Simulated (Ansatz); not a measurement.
C2H4OSSe, SMILES O=C(S)C[SeH], a ladder of methods at one geometry

Program: Ansatz 0.2.0 through its Python package.

`methods_c2h4osse.py`
```python
from pathlib import Path

import ansatz as az
import numpy as np

system = (
    az.Crystal.molecule()
    .atom("O", (-1.775, 0.0821, 0.6415))
    .atom("C", (-0.6398, -0.1584, 0.6439))
    .atom("S", (0.2992, 0.1795, 2.1013))
    .atom("C", (0.0754, -0.7752, -0.5578))
    .atom("Se", (-0.02, 0.447, -2.0732))
    .atom("H", (0.6836, 1.4767, 1.6541))
    .atom("H", (1.0812, -1.0571, -0.3295))
    .atom("H", (-0.5148, -1.69, -0.8366))
    .atom("H", (0.8987, 1.449, -1.2609))
)

calc = system.calculation().basis(gaussian="def2-SVP")

print("functional    E (Ha)        dipole (D)   HOMO (eV)  LUMO (eV)")
for name in ["lda", "r2scan", "r2scan0", "pbe0", "blyp"]:
    data = calc.functional(name).forces().orbitals().run(runs_dir="runs").report
    lines = Path(data["orbitals_path"]).read_text().splitlines()
    field_of = lambda key: [line.split("=")[1].strip() for line in lines if line.startswith(key)]
    orbitals = [(27.211386 * float(e), s, float(n)) for e, s, n in zip(field_of("Ene="), field_of("Spin="), field_of("Occup="))]
    homo = max(e for e, _, n in orbitals if n > 0.5)
    lumo = min(e for e, _, n in orbitals if n < 0.5)
    dipole = 4.803205 * np.linalg.norm(data["charge_distribution"]["dipole_moment_e_ang"])
    print(f"{name:10s} {data['free_energy_ev'] / 27.211386246:14.6f} {dipole:9.3f} {homo:11.3f} {lumo:10.3f}")
```

```console
$ python methods_c2h4osse.py
functional    E (Ha)        dipole (D)   HOMO (eV)  LUMO (eV)
lda          -2946.964416     2.039      -5.720     -2.745
r2scan       -2952.902546     2.098      -5.963     -2.464
r2scan0      -2952.865233     2.214      -7.087     -1.504
pbe0         -2952.423415     2.114      -6.878     -1.555
blyp         -2952.999093     1.899      -5.398     -2.338
```

Notes:
- Total energies depend on the basis set; only differences at equal settings carry meaning.
- The geometry is a force-field or estimated start, not a minimum of this method, and the basis set is short of its limit. A lower total doesn't mark the better method: functionals have no common bound, and MP2 and coupled cluster aren't variational.
- Levels such as HOMO and LUMO are orbital energies: with these approximate functionals they aren't the ionisation energy and electron affinity, and their gap isn't the fundamental gap.
- The whole script took 32 s on 1 thread of Arm Neoverse V1, on a shared host, peak memory 0.35 GiB.
